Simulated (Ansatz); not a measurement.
**ZrHCl₃ + HCl: a complex and its separated parts**

Aim: how far the complex at one end of a reaction step lies below its separated, relaxed parts, level by level.

The runs use Ansatz 0.2.0, Gaussian basis; PBE0-D4/def2-TZVP structures, single points in def2-TZVPP, no counterpoise correction.

Levels: SPW92, PBE-D4, BLYP-D4, r2SCAN-D4, B97M-V, PBE0-D4, B3LYP-D4, r2SCAN0-D4, BHLYP-D4, CAM-B3LYP-D4, wB97X-V, wB97M-V, B2PLYP, PBE-QIDH, RPA on PBE, Hartree-Fock, MP2, CCSD, CCSD(T).

Cores are frozen in the correlated methods. Core potentials replace the inner electrons past krypton, and spin-orbit coupling is left out. B3LYP uses VWN-RPA correlation. B2PLYP carries no dispersion term here.

88 further runs of the same task are left out: 88 set aside as unsound or not needed. Runs told in other sessions of the task aren't counted.

### 1 The system as given

The complex: 7 atoms, charge 0, spin multiplicity 1.

Atoms are counted from 1 here; the program's logs count them from 0.

Bond lengths: Zr1–Cl3 2.333 Å, Zr1–Cl4 2.333 Å, Zr1–Cl5 2.314 Å, Zr1–H7 1.839 Å, Cl2–H6 1.284 Å. Angles: Cl3–Zr1–Cl4 117.7°, Cl3–Zr1–Cl5 105.9°, Cl3–Zr1–H7 114.3°, Cl4–Zr1–Cl5 105.9°, Cl4–Zr1–H7 114.3°, Cl5–Zr1–H7 95.4°.

Coordinates:

```
atom     x (Å)     y (Å)     z (Å)
 Zr1  -0.34041   0.52212  -0.41634
 Cl2   0.72035  -2.02890   0.72280
 Cl3   0.92127  -0.14711  -2.26118
 Cl4  -2.38691  -0.53969  -0.05954
 Cl5  -0.83692   2.75469  -0.76498
  H6   1.27809  -1.36204   1.66780
  H7   0.64443   0.80093   1.11155
```

Its parts: ZrHCl₃ holds atoms 1, 3, 4, 5, 7; HCl holds atoms 2, 6. Each part counts its atoms afresh in its own runs.

### 2 Relaxing ZrHCl₃ alone

File relax-a/in.yaml:

```yaml
crystal:
  periodic: [false, false, false]
  atoms:
    - {symbol: Zr, position_ang: [-0.340410, 0.522125, -0.416338]}
    - {symbol: Cl, position_ang: [0.921269, -0.147111, -2.261182]}
    - {symbol: Cl, position_ang: [-2.386912, -0.539694, -0.059543]}
    - {symbol: Cl, position_ang: [-0.836917, 2.754691, -0.764984]}
    - {symbol: H, position_ang: [0.644426, 0.800926, 1.111545]}
basis:
  gaussian: {orbitals: def2-TZVP}
hamiltonian: {xc: pbe0, dispersion: d4}
relax: {f_tol: 0.005, max_steps: 200}
```

Command:

```
$ ansatz run in.yaml --threads 8 --pin off --events-out ev --progress --plain --max-ram 19148MiB
```

After this run come: Relaxing HCl alone; SPW92/def2-TZVPP; PBE-D4/def2-TZVPP; BLYP-D4/def2-TZVPP; r2SCAN-D4/def2-TZVPP; B97M-V/def2-TZVPP; PBE0-D4/def2-TZVPP; B3LYP-D4/def2-TZVPP; r2SCAN0-D4/def2-TZVPP; BHLYP-D4/def2-TZVPP; CAM-B3LYP-D4/def2-TZVPP; wB97X-V/def2-TZVPP; wB97M-V/def2-TZVPP; B2PLYP/def2-TZVPP; PBE-QIDH/def2-TZVPP; RPA on PBE/def2-TZVPP; CCSD(T)/def2-TZVPP; Vibrations of ZrHCl₃; Vibrations of HCl.

**Question.** What will these runs give? Wanted: complex less parts, CCSD(T)/def2-TZVPP; with zero-point energy; largest T1 diagnostic.

As calculated:

```
                              quantity         value
complex less parts, CCSD(T)/def2-TZVPP  -20.4 kJ/mol
                with zero-point energy  -16.2 kJ/mol
                 largest T1 diagnostic         0.016
```

At CCSD(T) the complex lies 20.4 kJ/mol below its parts. PBE-QIDH is the best functional here (-0.4 kJ/mol from CCSD(T)); SPW92 is the worst (-21.7 kJ/mol). Mean unsigned error by rung: LDA 21.7, GGA 2.4, meta-GGA 3.1, hybrid 1.5, range-separated hybrid 1.7, double hybrid 3.8 kJ/mol. The double hybrids carry no dispersion term here, unlike the levels marked D4 or V. PBE-D4 gives a relative energy 4.0 kJ/mol too low, inside chemical accuracy (1 kcal/mol, 4.2 kJ/mol). No counterpoise was applied, and triple zeta lacks some correlation, so the CCSD(T) reference has a basis error of its own, and close matches with it are partly luck.
